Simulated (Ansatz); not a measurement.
Geometry optimisation, Ansatz, DFT PBE, scalar-relativistic, plane waves, PAW.

Input:

```yaml
crystal:
  lattice:
    - [6.149001, 0.0, 0.0]
    - [3.0745, 5.325191, 0.0]
    - [0.0, 0.0, 18.648218]
  atoms:
    - { symbol: Si, position: [0.0, 0.0, 0.05362443] }
    - { symbol: C, position: [0.16666667, 0.16666666, 0.08727803] }
    - { symbol: Si, position: [4.0e-08, 0.49999997, 0.05362443] }
    - { symbol: C, position: [0.1666667, 0.66666663, 0.08727803] }
    - { symbol: Si, position: [0.50000004, 0.99999994, 0.05362443] }
    - { symbol: C, position: [0.66666663, 0.16666666, 0.08727803] }
    - { symbol: Si, position: [0.5, 0.49999997, 0.05362443] }
    - { symbol: C, position: [0.66666667, 0.66666663, 0.08727803] }
    - { symbol: Si, position: [0.66666667, 0.66666663, 0.18823884] }
    - { symbol: C, position: [0.83333334, 0.83333329, 0.22189245] }
    - { symbol: Si, position: [0.66666663, 0.16666666, 0.18823884] }
    - { symbol: C, position: [0.8333333, 0.33333331, 0.22189245] }
    - { symbol: Si, position: [0.1666667, 0.66666663, 0.18823884] }
    - { symbol: C, position: [0.33333337, 0.83333329, 0.22189245] }
    - { symbol: Si, position: [0.16666667, 0.16666666, 0.18823884] }
    - { symbol: C, position: [0.33333333, 0.33333331, 0.22189245] }
    - { symbol: Si, position: [0.33333333, 0.33333331, 0.32285326] }
    - { symbol: C, position: [0.5, 0.49999997, 0.35650686] }
    - { symbol: Si, position: [0.33333337, 0.83333329, 0.32285326] }
    - { symbol: C, position: [0.50000004, 0.99999994, 0.35650686] }
    - { symbol: Si, position: [0.8333333, 0.33333331, 0.32285326] }
    - { symbol: C, position: [4.0e-08, 0.49999997, 0.35650686] }
    - { symbol: Si, position: [0.83333334, 0.83333329, 0.32285326] }
    - { symbol: C, position: [7.0e-08, 0.99999994, 0.35650686] }
    - { symbol: C, position: [4.0e-08, 0.49999997, 0.43962472] }
    - { symbol: F, position: [0.3888889, 0.55555552, 0.42192866] }
    - { symbol: F, position: [0.17547679, 0.33801904, 0.49217666] }
basis:
  ecutwfc: 420.0
kpoints:
  mp_grid: { grid: [4, 4, 1] }
hamiltonian:
  xc: pbe
  pseudopotentials: { kind: paw, azcp: { folder: soft_1 } }
scf:
  occupations: { method: fermi_dirac, width: 0.1 }
  lower_state_search: "off"
relax:
  f_tol: 0.03
  max_steps: 60
  adjacent_minimum: "off"
  constraints: [{ sites: [0, 1, 2, 3, 4, 5, 6, 7] }]
```

Command:

```bash
$ ansatz run input.yaml --threads 4 --pin off --max-ram 10240MiB --backend cpu --events-out ev --progress --plain --runs-dir out
```

**Question.** Where does it end, and by what steps?

**Answer.** The forces met the threshold. Limits of this set-up: coarse k mesh, thin slab, slab without dipole correction, no dispersion correction for a molecule that may bind weakly, a typed lattice constant that wasn't relaxed here. After 9 steps the energy has fallen by 2.306 eV; F26 moved furthest, 0.66 Å.

```
step  energy less start (eV)  largest force component (eV/Å)  accepted
   0                  0.0000                           3.781       yes
   1                 -1.5466                           1.839       yes
   2                 -2.1753                           0.485       yes
   3                 -2.2747                           0.415       yes
   4                 -2.2938                           0.246       yes
   5                 -2.3018                           0.142       yes
   6                 -2.2953                           0.339        no
   7                 -2.3049                           0.032       yes
   8                 -2.3053                           0.060       yes
   9                 -2.3058                           0.012       yes
```

```xyz
27
Lattice="6.1490 0.0000 0.0000 3.0745 5.3252 0.0000 0.0000 0.0000 18.6482" Properties=species:S:1:pos:R:3
Si 0.000 0.000 1.000
C 1.537 0.888 1.628
Si 1.537 2.663 1.000
C 3.075 3.550 1.628
Si 6.149 5.325 1.000
C 4.612 0.888 1.628
Si 4.612 2.663 1.000
C 6.149 3.550 1.628
Si 6.153 3.560 3.576
C 7.686 4.440 4.160
Si 4.612 0.887 3.573
C 6.157 1.787 4.173
Si 3.071 3.559 3.577
C 4.612 4.428 4.150
Si 1.537 0.881 3.568
C 3.067 1.786 4.173
Si 3.074 1.696 6.108
C 4.611 2.636 6.679
Si 4.611 4.451 6.141
C 6.141 5.294 6.591
Si 6.149 1.699 6.108
C 1.540 2.668 6.742
Si 7.687 4.472 6.164
C 3.084 5.297 6.594
C 1.526 2.900 8.152
F 4.611 2.631 8.118
F 1.566 1.852 8.947
```

Whether the end is a true minimum wasn't checked by a vibrational analysis.

The run took 100 s on 4 threads of Arm Neoverse V1 (shared host), peak memory 1.4 GiB.
